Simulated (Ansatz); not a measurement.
This script drives Ansatz's Python interface.

The script, `ch4brsn.py`:
```python
'''Rigid torsion scan of CH4BrSn.'''

import ansatz as az
from ase import Atoms

atoms = Atoms(['C', 'Sn', 'Br', 'H', 'H', 'H', 'H'], positions=[
    [-0.7683, 0.5235, -0.1692],
    [0.5934, -1.0448, -0.2272],
    [1.3479, -1.5236, 2.1044],
    [-0.2597, 1.4821, 0.2421],
    [-1.6821, 0.2735, 0.4302],
    [-1.1629, 0.8018, -1.2137],
    [1.9928, -0.5805, -1.2123],
])

# start the scan from a relaxed geometry
first = (
    az.Crystal.molecule_from_ase(atoms).calculation()
    .basis(gaussian='def2-SVP')
    .functional('HF')
    .spin('collinear', total=1)
    .accuracy('medium')
    .relax(force_tolerance=0.02, max_steps=80)
)
atoms.positions = first.run(threads=1).report['positions_ang']

start = atoms.get_dihedral(3, 0, 1, 2)
energies = {}
for turn in range(0, 360, 40):
    turned = atoms.copy()
    turned.set_dihedral(3, 0, 1, 2, start + turn, indices=[1, 2, 6])
    setup = (
        az.Crystal.molecule_from_ase(turned).calculation()
        .basis(gaussian='def2-SVP')
        .functional('HF')
        .spin('collinear', total=1)
        .accuracy('medium')
    )
    energies[round((start + turn) % 360)] = setup.run(threads=1).report['free_energy_ev']
floor = min(energies.values())
print('dihedral H3-C0-Sn1-Br2 (deg)   E - E(min) (kcal/mol)')
for angle, e in sorted(energies.items()):
    print(f'{angle:8d} {23.060548 * (e - floor):14.3f}  ' + '#' * int(30 * (e - floor) / max(max(energies.values()) - floor, 1e-9)))
```

It is started by `python ch4brsn.py`. Estimate its wall time and peak memory on 1 thread of Arm Neoverse V2 (shared host).

It took about 42 s, with a peak of 0.36 GiB, for 10 runs of the engine.

```console
$ python ch4brsn.py
dihedral H3-C0-Sn1-Br2 (deg)   E - E(min) (kcal/mol)
      20          0.313  ######################
      60          0.000
     100          0.376  ###########################
     140          0.337  ########################
     180          0.029  ##
     220          0.410  ##############################
     260          0.367  ##########################
     300          0.029  ##
     340          0.367  ##########################
```

Reading the output:
- These settings explore the input space; basis and method may be short of convergence.
- The scan is rigid and the energies are electronic, in a modest basis. With rigid groups the curve can differ much from the relaxed path, the start wasn't checked as a minimum of this torsion, and equivalent turns needn't return to the same energy.
- def2 sets replace the cores of elements past krypton by effective core potentials.
- The run takes the species as open-shell (spin multiplicity 2), which needn't be its ground state.
